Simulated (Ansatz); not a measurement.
Task: a test of scalar relativity of CBr (charge +1), with the Python package of Ansatz (0.2.0). Give the script and its output. Settings (for the species named): B3LYP, cc-pVTZ basis, multiplicity 1.

```csv
atom,x (Å),y (Å),z (Å)
C,0.0000,0.0000,0.0000
Br,0.0000,0.0000,1.9250
```

The script, `x2c_cbr.py`:
```python
"""CBr(+) with and without the spin-free two-component Hamiltonian."""

import ansatz as az
import numpy as np

mol = (
    az.Crystal.molecule()
    .atom("C", (0.0, 0.0, 0.0))
    .atom("Br", (0.0, 0.0, 1.925))
)

model = mol.calculation().functional("b3lyp").charge(1).forces()
# a set contracted for a scalar-relativistic Hamiltonian goes with the relativistic run
sets = {"none": "cc-pVTZ", "scalar": "cc-pVTZ-DK"}
found = {kind: model.basis(gaussian=basis).pseudopotentials(relativity=kind).run(threads=1).report for kind, basis in sets.items()}
for kind, each in found.items():
    dipole = 4.803205 * np.linalg.norm(each["charge_distribution"]["dipole_moment_e_ang"])
    print(f"{kind:7s} E = {each['free_energy_ev']:.4f} eV  dipole {dipole:.3f} D  largest force component {np.abs(each['forces_ev_ang']).max():.4f} eV/A")
print(f"relativity lowers the total energy by {found['none']['free_energy_ev'] - found['scalar']['free_energy_ev']:.3f} eV")
```

Output of `python x2c_cbr.py`:
```text
none    E = -71071.4392 eV  dipole 1.682 D  largest force component 4.5525 eV/A
scalar  E = -71945.0397 eV  dipole 1.676 D  largest force component 4.5754 eV/A
relativity lowers the total energy by 873.600 eV
```

Notes:
- Total energies depend on the basis set; only differences at equal settings carry meaning.
- The geometry is a force-field or estimated start, not a minimum of this method. The basis set changes with the Hamiltonian (a set recontracted for scalar relativity), and most of the change in the total lies in the cores.
- An ion's dipole depends on the origin; the program takes it about the centre of nuclear charge.
- b3lyp holds the VWN-RPA fit, as in Gaussian; the form of ORCA and Turbomole is b3lyp5.
- The spin state was assumed, and another may lie lower.
- It ran for 3 s on 1 thread of Arm Neoverse V1, on a shared host, peak memory 0.19 GiB.
